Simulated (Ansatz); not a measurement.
# H6NOPSi: the cost of one run

Method: RKS LDA/6-31G*, in Ansatz 0.2.0.

## Step 1: The system as given

Bond lengths: O1–Si2 1.614 Å, Si2–N3 1.690 Å, N3–P4 1.759 Å, O1–H5 1.012 Å, Si2–H6 1.495 Å, Si2–H7 1.503 Å, N3–H8 1.005 Å, P4–H9 1.436 Å, P4–H10 1.344 Å. Angles: O1–Si2–N3 102.4°, O1–Si2–H6 111.5°, O1–Si2–H7 109.4°, N3–Si2–H6 110.5°, N3–Si2–H7 110.3°, H6–Si2–H7 112.3°, Si2–O1–H5 114.3°, Si2–N3–P4 112.2°, Si2–N3–H8 106.2°, P4–N3–H8 108.4°, N3–P4–H9 100.6°, N3–P4–H10 104.1°, H9–P4–H10 99.9°.

Structure file:

```xyz
10

O    -0.8632    0.1160   -2.0445
Si    0.1117    0.3676   -0.7833
N    -0.5505   -0.6463    0.3950
P     0.3035   -0.5285    1.9284
H    -1.8465    0.2409   -1.8415
H     0.0677    1.7929   -0.3329
H     1.5042   -0.0781   -1.1307
H    -0.4511   -1.5842    0.0468
H     0.2066    0.8823    2.1775
H     1.6008   -0.6137    1.5882
```

## Step 2: Relaxing the start

The input, input.yaml:

```yaml
crystal:
  periodic: [false, false, false]
  atoms:
    - { symbol: O, position_ang: [-0.8632, 0.116, -2.0445] }
    - { symbol: Si, position_ang: [0.1117, 0.3676, -0.7833] }
    - { symbol: "N", position_ang: [-0.5505, -0.6463, 0.395] }
    - { symbol: P, position_ang: [0.3035, -0.5285, 1.9284] }
    - { symbol: H, position_ang: [-1.8465, 0.2409, -1.8415] }
    - { symbol: H, position_ang: [0.0677, 1.7929, -0.3329] }
    - { symbol: H, position_ang: [1.5042, -0.0781, -1.1307] }
    - { symbol: H, position_ang: [-0.4511, -1.5842, 0.0468] }
    - { symbol: H, position_ang: [0.2066, 0.8823, 2.1775] }
    - { symbol: H, position_ang: [1.6008, -0.6137, 1.5882] }
basis:
  gaussian: { orbitals: "6-31G*" }
hamiltonian:
  xc: lda
relax:
  f_tol: 0.02
  max_steps: 40
scf:
  lower_state_search: "off"
```

Launch:

```
ansatz run input.yaml --threads 1 --pin off --max-ram 2048MiB --backend cpu --events-out ev --progress --plain --runs-dir out
```

Q: Estimate wall time and peak memory on 1 thread of AMD EPYC 9R45 (Zen 5), shared host.

About 20 s, with a peak of 0.15 GiB.
